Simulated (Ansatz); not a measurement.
Write a Python script for Ansatz 0.2.0 through its Python package that makes a rigid torsion scan of CH7BOSi, SMILES OBC[SiH3]. Use (for the species named): B3LYP, def2-SVP basis, multiplicity 1, D4 dispersion.

```yaml
atoms:
  - { symbol: O, position_ang: [-0.9148, 1.7180, 0.0373] }
  - { symbol: B, position_ang: [-0.2611, 0.9626, 1.0270] }
  - { symbol: C, position_ang: [0.4475, -0.3973, 0.6382] }
  - { symbol: Si, position_ang: [0.3981, -0.8133, -1.1694] }
  - { symbol: H, position_ang: [-1.8910, 1.4147, 0.0256] }
  - { symbol: H, position_ang: [-0.2226, 1.3604, 2.1449] }
  - { symbol: H, position_ang: [0.0664, -1.2203, 1.2544] }
  - { symbol: H, position_ang: [1.5949, -0.2905, 0.8991] }
  - { symbol: H, position_ang: [1.0307, -2.0706, -1.3904] }
  - { symbol: H, position_ang: [-1.0944, -0.9696, -1.4924] }
  - { symbol: H, position_ang: [0.9116, 0.2490, -1.9538] }
```

Script `run_torsion.py`:
```python
'''Energy of CH7BOSi as one group turns about a bond.'''

import ansatz as az
from ase import Atoms

BASIS = 'def2-SVP'
FUNCTIONAL = 'b3lyp'
DISPERSION = 'd4'
FMAX = 0.02


def main() -> None:
    atoms = Atoms(['O', 'B', 'C', 'Si', 'H', 'H', 'H', 'H', 'H', 'H', 'H'], positions=[
        (-0.9148, 1.718, 0.0373),
        (-0.2611, 0.9626, 1.027),
        (0.4475, -0.3973, 0.6382),
        (0.3981, -0.8133, -1.1694),
        (-1.891, 1.4147, 0.0256),
        (-0.2226, 1.3604, 2.1449),
        (0.0664, -1.2203, 1.2544),
        (1.5949, -0.2905, 0.8991),
        (1.0307, -2.0706, -1.3904),
        (-1.0944, -0.9696, -1.4924),
        (0.9116, 0.249, -1.9538),
    ])

    # relax first, so that the scan starts from a minimum
    first = (
        az.Crystal.molecule_from_ase(atoms).calculation()
        .basis(gaussian=BASIS)
        .functional(FUNCTIONAL, dispersion=DISPERSION)
        .relax(force_tolerance=FMAX, max_steps=80)
    )
    atoms.positions = first.run().report['positions_ang']

    start = atoms.get_dihedral(1, 2, 3, 8)
    energies = {}
    for turn in range(0, 121, 20):
        turned = atoms.copy()
        turned.set_dihedral(1, 2, 3, 8, start + turn, indices=[3, 8, 9, 10])
        base = (
            az.Crystal.molecule_from_ase(turned).calculation()
            .basis(gaussian=BASIS)
            .functional(FUNCTIONAL, dispersion=DISPERSION)
        )
        energies[round((start + turn) % 360)] = base.run().report['free_energy_ev']
    floor = min(energies.values())
    print('dihedral B1-C2-Si3-H8 (deg)   E - E(min) (eV)')
    for angle, e in sorted(energies.items()):
        print(f'{angle:8d} {(e - floor):14.3f}  ' + '#' * int(30 * (e - floor) / max(max(energies.values()) - floor, 1e-9)))


if __name__ == '__main__':
    main()
```

Running `python run_torsion.py` prints:
```text
dihedral B1-C2-Si3-H8 (deg)   E - E(min) (eV)
     182          0.000
     202          0.017  #######
     222          0.048  ######################
     242          0.064  ##############################
     262          0.048  ######################
     282          0.015  ######
     302          0.000
```

What to keep in mind:
- The scan is rigid and the energies are electronic, in a modest basis. With rigid groups the curve can differ much from the relaxed path, the start wasn't checked as a minimum of this torsion, and equivalent turns needn't return to the same energy.
- b3lyp holds the VWN-RPA fit, as in Gaussian; the form of ORCA and Turbomole is b3lyp5.
- Timing: 2 min on 1 thread of Arm Neoverse V2 (shared host), peak memory 0.26 GiB.

(Lines on the test bed's own set-up are left out of the output.)
